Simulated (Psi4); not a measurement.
**One shape, several levels: doublet AlCl2F−**

We compute a comparison of 3 runs (U-wB97M-V/def2-SVPD, UB2PLYP/def2-SVPD, UMP2/def2-SVPD) of doublet AlCl2F−. 

The calculation is run with Psi4 1.11.

## (1) The molecule

AlCl2F− has 4 atoms, charge -1, and is taken as a doublet. SMILES of the parent species: `[F][Al]([Cl])[Cl]`. The coordinates come from a PBE0-D4/def2-TZVP relaxation. That shape belongs to the parent species and isn't relaxed for this state.

Bond lengths: F1–Al2 1.633 Å, Al2–Cl3 2.065 Å, Al2–Cl4 2.065 Å. Angles: F1–Al2–Cl3 119.2°, F1–Al2–Cl4 119.2°, Cl3–Al2–Cl4 121.5°.

## (2) The energy at U-wB97M-V/def2-SVPD (run 1)

Input file alcl2f.xyz:

```xyz
4
AlCl2F
F      0.087420     0.388220     1.682350
Al     0.004800     0.021530     0.093600
Cl     1.223040    -1.463690    -0.663450
Cl    -1.315270     1.053930    -1.112510
```

Input file run.py:

```python
import psi4

psi4.set_memory('2200 MB')
psi4.set_num_threads(1)
psi4.core.set_output_file('psi4.out', False)

with open('alcl2f.xyz') as f:
    atoms = ''.join(f.readlines()[2:])
m = psi4.geometry('-1 2\n' + atoms + 'symmetry c1\nno_reorient\nno_com')

psi4.set_options({
    'basis': 'def2-SVPD',
    'reference': 'uks',
    'puream': True,
    'e_convergence': 1e-09,
    'd_convergence': 1e-08,
    'scf_type': 'pk',
    'dft_radial_points': 99,
    'dft_spherical_points': 590,
    'maxiter': 100,
})

result = psi4.energy("wb97m-v")
print(f'wb97m-v energy: {result:.10f} Eh')
```

Started as:

```
python run.py
```

psi4.out:

```text
[...]
  Running in c1 symmetry.
[...]
  Nuclear repulsion =  244.295361750994289
[...]
  Multiplicity = 2
[...]
  Nalpha       = 29
  Nbeta        = 28
[...]
    Number of basis functions: 101
[...]
   @UKS iter   1: -1262.25856540993823   -4.25911e-01   5.46448e-03 ADIIS/DIIS
[...]
   @UKS iter  14: -1262.39686211110188   -3.86535e-12   3.84499e-09 DIIS
[...]
   @S^2 Observed:                7.509136765E-01
[...]
    Orbital Energies [Eh]
    ---------------------
    Alpha Occupied:
       1A   -101.681733     2A   -101.681724     3A    -56.187245
       4A    -24.725483     5A     -9.483138     6A     -9.483136
       7A     -7.191357     8A     -7.191348     9A     -7.187902
      10A     -7.187900    11A     -7.187349    12A     -7.187333
      13A     -4.171692    14A     -2.688685    15A     -2.687846
      16A     -2.687464    17A     -1.104124    18A     -0.787143
      19A     -0.776457    20A     -0.429134    21A     -0.374083
      22A     -0.368919    23A     -0.364230    24A     -0.320824
      25A     -0.290903    26A     -0.289816    27A     -0.274811
      28A     -0.266431    29A      0.002143
    Alpha Virtual:
[...]
  @UKS Final Energy: -1262.39686211110188
   => Energetics <=
    Nuclear Repulsion Energy =            244.2953617509942887
    One-Electron Energy =               -2243.7814433199228006
    Two-Electron Energy =                 802.6176761590813840
    DFT Exchange-Correlation Energy =     -65.7636793624399871
    Empirical Dispersion Energy =           0.0000000000000000
    VV10 Nonlocal Energy =                  0.2352226611848868
    Total Energy =                      -1262.3968621111021093
[...]
 Multipole Moments:
 ------------------------------------------------------------------------------------
     Multipole            Electronic (a.u.)      Nuclear  (a.u.)        Total (a.u.)
 ------------------------------------------------------------------------------------
 L = 1.  Multiply by 2.5417464519 to convert [e a0] to [Debye]
 Dipole X            :          1.3611625           -1.3582029            0.0029596
 Dipole Y            :          6.0431013           -6.0321003            0.0110011
 Dipole Z            :         26.1863040          -26.1412807            0.0450233
 Magnitude           :                                                    0.0464422
[...]
```

The script printed:

```text
wb97m-v energy: -1262.3968621111 Eh
```

It took 50 s on 1 thread of Intel Xeon 6975P-C (Granite Rapids), shared host; peak memory 1.2 GiB.

## (3) The energy at UB2PLYP/def2-SVPD (density fitting for correlation) (run 2)

Input file alcl2f.json:

```json
{
  "schema_name": "qcschema_input",
  "schema_version": 1,
  "molecule": {
    "schema_name": "qcschema_molecule",
    "schema_version": 2,
    "symbols": ["F", "Al", "Cl", "Cl"],
    "geometry": [0.16519986, 0.73362948, 3.17918075, 0.00907069, 0.0406858, 0.17687837, 2.31121064, -2.76597323, -1.2537388, -2.48550008, 1.99163905, -2.10233921],
    "molecular_charge": -1,
    "molecular_multiplicity": 2,
    "fix_symmetry": "c1"
  },
  "driver": "energy",
  "model": {
    "method": "b2plyp",
    "basis": "def2-SVPD"
  },
  "keywords": {
    "reference": "uks",
    "puream": true,
    "e_convergence": 1e-09,
    "d_convergence": 1e-08,
    "scf_type": "pk",
    "dft_radial_points": 99,
    "dft_spherical_points": 590,
    "num_frozen_docc": 16,
    "maxiter": 100
  }
}
```

Started as:

```
psi4 --qcschema alcl2f.json -n 1 --memory 2200MB
```

stdout:

```text
[...]
  Running in c1 symmetry.
[...]
  Nuclear repulsion =  244.295361815582453
[...]
  Multiplicity = 2
[...]
  Nalpha       = 29
  Nbeta        = 28
[...]
    Number of basis functions: 101
[...]
   @UKS iter   1: -1261.67137177244081   -3.62941e-01   5.46468e-03 DIIS/ADIIS
[...]
   @UKS iter  13: -1261.81593702084251   -1.36424e-12   2.81972e-09 DIIS
[...]
   @S^2 Observed:                7.517307772E-01
[...]
    Orbital Energies [Eh]
    ---------------------
    Alpha Occupied:
       1A   -102.727149     2A   -102.727140     3A    -56.955505
       4A    -25.177178     5A     -9.761042     6A     -9.761041
       7A     -7.404855     8A     -7.404847     9A     -7.401577
      10A     -7.401575    11A     -7.401249    12A     -7.401235
      13A     -4.348391    14A     -2.805412    15A     -2.804898
      16A     -2.804780    17A     -1.141380    18A     -0.787040
      19A     -0.776313    20A     -0.411385    21A     -0.356484
      22A     -0.351517    23A     -0.334215    24A     -0.291328
      25A     -0.254904    26A     -0.254499    27A     -0.239544
      28A     -0.232887    29A      0.035612
    Alpha Virtual:
[...]
  @UKS Final Energy: -1261.81593702084251
   => Energetics <=
    Nuclear Repulsion Energy =            244.2953618155824529
    One-Electron Energy =               -2243.6186377832309518
    Two-Electron Energy =                 778.4736829857513385
    DFT Exchange-Correlation Energy =     -40.9663440389453939
    Empirical Dispersion Energy =           0.0000000000000000
    VV10 Nonlocal Energy =                  0.0000000000000000
    Total Energy =                      -1261.8159370208425116
[...]
 Multipole Moments:
 ------------------------------------------------------------------------------------
     Multipole            Electronic (a.u.)      Nuclear  (a.u.)        Total (a.u.)
 ------------------------------------------------------------------------------------
 L = 1.  Multiply by 2.5417464519 to convert [e a0] to [Debye]
 Dipole X            :          0.0270432           -0.0483080           -0.0212648
 Dipole Y            :          0.1171915           -0.2145795           -0.0973879
 Dipole Z            :          0.5042173           -0.9299528           -0.4257354
 Magnitude           :                                                    0.4372497
[...]
```

The result, in JSON:

```text
{
 "driver": "energy",
 "model": {
  "method": "b2plyp",
  "basis": "def2-SVPD"
 },
 "success": true,
 "return_result": -1262.0007914623038,
 "properties": {
  "calcinfo_nbasis": 101,
  "calcinfo_nmo": 101,
  "calcinfo_nalpha": 29,
  "calcinfo_nbeta": 28,
  "calcinfo_natom": 4,
  "nuclear_repulsion_energy": 244.29536181558245,
  "return_energy": -1262.0007914623038,
  "scf_one_electron_energy": -2243.618637783231,
  "scf_two_electron_energy": 778.4736829857513,
  "scf_xc_energy": -40.966344038945394,
  "scf_dipole_moment": [-0.021264836988467484, -0.0973879489535524, -0.42573543554157256],
  "scf_total_energy": -1261.8159370208425,
  "scf_iterations": 13
 }
}
```

Wall time 13 s (1 thread of Intel Xeon 6975P-C (Granite Rapids), shared host); peak memory 0.94 GiB.

## (4) The energy at UMP2/def2-SVPD (run 3)

Input file input.dat:

```
memory 2200 mb

molecule {
  -1 2
  F
  Al 1 r2
  Cl 2 r3 1 a3
  Cl 2 r4 1 a4 3 d4

  r2 = 1.63261
  r3 = 2.06473
  a3 = 119.24288
  r4 = 2.064736
  a4 = 119.24227
  d4 = -179.98797
  units angstrom
  symmetry c1
}

set basis def2-SVPD
set reference uhf
set puream true
set e_convergence 1e-09
set d_convergence 1e-08
set scf_type pk
set num_frozen_docc 16
set mp2_type conv
set maxiter 100

e, wfn = energy('mp2', return_wfn=True)
```

Started as:

```
psi4 -n 1 input.dat output.dat
```

output.dat:

```text
[...]
  Running in c1 symmetry.
[...]
  Nuclear repulsion =  244.295380333517159
[...]
  Multiplicity = 2
[...]
  Nalpha       = 29
  Nbeta        = 28
[...]
    Number of basis functions: 101
[...]
   @UHF iter   1: -1260.04403784163901   -6.18410e-01   4.33556e-03 DIIS/ADIIS
[...]
   @UHF iter  14: -1260.13671174092701   -1.15961e-11   7.24375e-09 DIIS
[...]
   @S^2 Observed:                7.531720671E-01
[...]
    Orbital Energies [Eh]
    ---------------------
    Alpha Occupied:
       1A   -104.648900     2A   -104.648892     3A    -58.384248
       4A    -26.113809     5A    -10.412689     6A    -10.412685
       7A     -7.886807     8A     -7.886801     9A     -7.884265
      10A     -7.884255    11A     -7.884096    12A     -7.884094
      13A     -4.808804    14A     -3.127132    15A     -3.126857
      16A     -3.126417    17A     -1.378182    18A     -0.951557
      19A     -0.939633    20A     -0.543839    21A     -0.489885
      22A     -0.483356    23A     -0.429109    24A     -0.381538
      25A     -0.343072    26A     -0.341384    27A     -0.323652
      28A     -0.318943    29A      0.017806
    Alpha Virtual:
[...]
  @UHF Final Energy: -1260.13671174092701
   => Energetics <=
    Nuclear Repulsion Energy =            244.2953803335171585
    One-Electron Energy =               -2242.8286504304251139
    Two-Electron Energy =                 738.3965583559809147
    Total Energy =                      -1260.1367117409270122
  UHF NO Occupations:
  HONO-2 :   27  A 1.9998177
  HONO-1 :   28  A 1.9989576
[...]
 Multipole Moments:
 ------------------------------------------------------------------------------------
     Multipole            Electronic (a.u.)      Nuclear  (a.u.)        Total (a.u.)
 ------------------------------------------------------------------------------------
 L = 1.  Multiply by 2.5417464519 to convert [e a0] to [Debye]
 Dipole X            :         -0.0030550           -0.0000761           -0.0031311
 Dipole Y            :         -0.0000071            0.0000032           -0.0000038
 Dipole Z            :         -0.3795700            0.9556098            0.5760399
 Magnitude           :                                                    0.5760484
[...]
	SCS-MP2 Total Energy (a.u.)        : -1260.67080846130716
	SOS-MP2 Total Energy (a.u.)        : -1260.61826871444987
	SCSN-MP2 Total Energy (a.u.)       : -1260.41412160433356
[...]
	SOS-PI-MP2 Total Energy (a.u.)     : -1260.69852821003701
[...]
	MP2 Total Energy (a.u.)            : -1260.69562845943460
[...]
```

Run time: 6.9 s. Hardware: 1 thread of Intel Xeon 6975P-C (Granite Rapids), shared host; peak memory 0.61 GiB.

## (5) All runs side by side

```tsv
run	level	frozen core orbitals	fitting correlation	energy (Eh)	HOMO energy (eV)	LUMO energy (eV)	⟨S²⟩	wall time
1	U-wB97M-V/def2-SVPD	0	–	-1262.396862	0.06	3.91	0.751	50 s
2	UB2PLYP/def2-SVPD (density fitting for correlation)	16	density fitting	-1262.000791	0.97	3.46	0.752	13 s
3	UMP2/def2-SVPD	16	none	-1260.695628	0.48	4.62	0.753	6.9 s
```

## (6) Results

| quantity | value |
| --- | --- |
| run 3: total energy | -1260.69563 Eh |
| run 3: HOMO energy (Hartree–Fock orbitals) (highest over α and β) | 0.48 eV |
| run 3: LUMO energy (Hartree–Fock orbitals) (lowest over α and β) | 4.62 eV |
| run 3: correlation energy (16 core orbitals frozen) | -558.9 mEh |
| run 3: ⟨S²⟩ of the reference determinant | 0.753 |

In words: Totals of different functionals can't be ranked against each other. In runs 1, 2, 3 the HOMO lies above zero, so the outermost electron may be held by the basis alone. All runs together took 70 s, the longest 50 s.
